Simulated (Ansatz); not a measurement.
# TiSi2: the cost of one run

Method: DFT r2SCAN, scalar-relativistic, plane waves, PAW, in Ansatz 0.2.0.

3 further runs of the same task are left out: 1 for a known fault of the program, 2 set aside as unsound or not needed.

### 1 The structure to begin with

The structure is orthorhombic, space group Fddd (No. 70). Conventional cell: a = 4.781 Å, b = 8.232 Å, c = 8.516 Å, α = 90.00°, β = 90.00°, γ = 90.00°. Ti (site symmetry 222) is surrounded by 10 Si at 2.55 to 2.78 Å. Si (site symmetry 2) has 5 Si at 2.52 to 2.79 Å and 5 Ti at 2.55 to 2.78 Å in its first shell of neighbours.

As a file:

```cif
data_structure
_symmetry_space_group_name_H-M 'P 1'
_symmetry_Int_Tables_number 1
_cell_length_a 5.9222
_cell_length_b 4.8832
_cell_length_c 4.7597
_cell_angle_alpha 75.769
_cell_angle_beta 53.058
_cell_angle_gamma 51.173
_cell_volume 83.79
loop_
_atom_site_label
_atom_site_type_symbol
_atom_site_fract_x
_atom_site_fract_y
_atom_site_fract_z
_atom_site_occupancy
Ti1 Ti 0.75000 0.75000 0.75000 1
Ti2 Ti 0.50000 0.50000 0.50000 1
Si1 Si 0.08733 0.41267 0.08733 1
Si2 Si 0.41267 0.08733 0.41267 1
Si3 Si 0.16267 0.83733 0.16267 1
Si4 Si 0.83733 0.16267 0.83733 1
```

This cell was relaxed beforehand with the same method: volume 13.96 Å³/atom, gap on the mesh none (metal).

The bulk reference comes from a run made before at the same settings: -1261.3654 eV/atom.

### 2 The (010) slab

Miller indices refer to the conventional cell of the relaxed bulk, Fddd (No. 70): a = 4.781 Å, b = 8.232 Å, c = 8.516 Å, α = 90.00°, β = 90.00°, γ = 90.00°.

Cut from the relaxed bulk: a (010) slab, 11.7 Å thick as cut, with 15 Å of vacuum; its outer planes are Si (top) and Si (bottom).

The slab as cut. Its planes from the bottom up:

```tsv
plane	atoms per cell	height over the lowest (Å)
1	Si	0.00
2	Ti	0.72
3	Si	1.44
4	Si	2.06
5	Ti	2.78
6	Si	3.50
7	Si	4.12
8	Ti	4.83
9	Si	5.55
10	Si	6.17
11	Ti	6.89
12	Si	7.61
13	Si	8.23
14	Ti	8.95
15	Si	9.67
16	Si	10.29
17	Ti	11.01
18	Si	11.73
```

### 3 The slab as cut, atoms at the bulk's places

The cell repeats along c, and a dipole correction in the vacuum removes the field between the copies.

The input, input.yaml:

```yaml
crystal:
  lattice:
    - [4.7806857144, 0.0, 0.0]
    - [-2.3903428572, 4.2581108938, 0.0]
    - [0.0, 0.0, 26.7277649977]
  atoms:
    - { symbol: Si, position: [0.0, 0.0, 0.2806070766] }
    - { symbol: Ti, position: [0.5, 0.5, 0.3075041459] }
    - { symbol: Si, position: [0.5, 0.0, 0.3344012152] }
    - { symbol: Si, position: [0.0, 0.5, 0.3576054182] }
    - { symbol: Ti, position: [0.0, 0.0, 0.3845024875] }
    - { symbol: Si, position: [0.5, 0.5, 0.4113995568] }
    - { symbol: Si, position: [0.5, 0.0, 0.4346037599] }
    - { symbol: Ti, position: [0.0, 0.5, 0.4615008292] }
    - { symbol: Si, position: [0.0, 0.0, 0.4883978985] }
    - { symbol: Si, position: [0.5, 0.5, 0.5116021015] }
    - { symbol: Ti, position: [0.5, 0.0, 0.5384991708] }
    - { symbol: Si, position: [0.0, 0.5, 0.5653962401] }
    - { symbol: Si, position: [0.0, 0.0, 0.5886004432] }
    - { symbol: Ti, position: [0.5, 0.5, 0.6154975125] }
    - { symbol: Si, position: [0.5, 0.0, 0.6423945818] }
    - { symbol: Si, position: [0.0, 0.5, 0.6655987848] }
    - { symbol: Ti, position: [0.0, 0.0, 0.6924958541] }
    - { symbol: Si, position: [0.5, 0.5, 0.7193929234] }
basis:
  ecutwfc: 500
kpoints:
  mp_grid: { grid: [8, 8, 1] }
hamiltonian:
  xc: r2scan
scf:
  occupations: { method: gaussian, width: 0.1 }
output:
  forces: true
  stress: true
  eigenvalues: true
  write_density: true
  write_potential: true
  elf: true
  volumetric_format: npy
efield:
  axis: 3
  dipole_correction: true
  ramp_width: 0.04
```

Launch:

```console
$ ansatz run input.yaml --threads 2 --pin off --max-ram 5120MiB --backend cpu --events-out ev --progress --plain --runs-dir out
```

What time and memory should one allow on 2 threads of AMD EPYC 7R43 (Zen 3), shared host?

About 3.3 min, with a peak of 2.4 GiB.
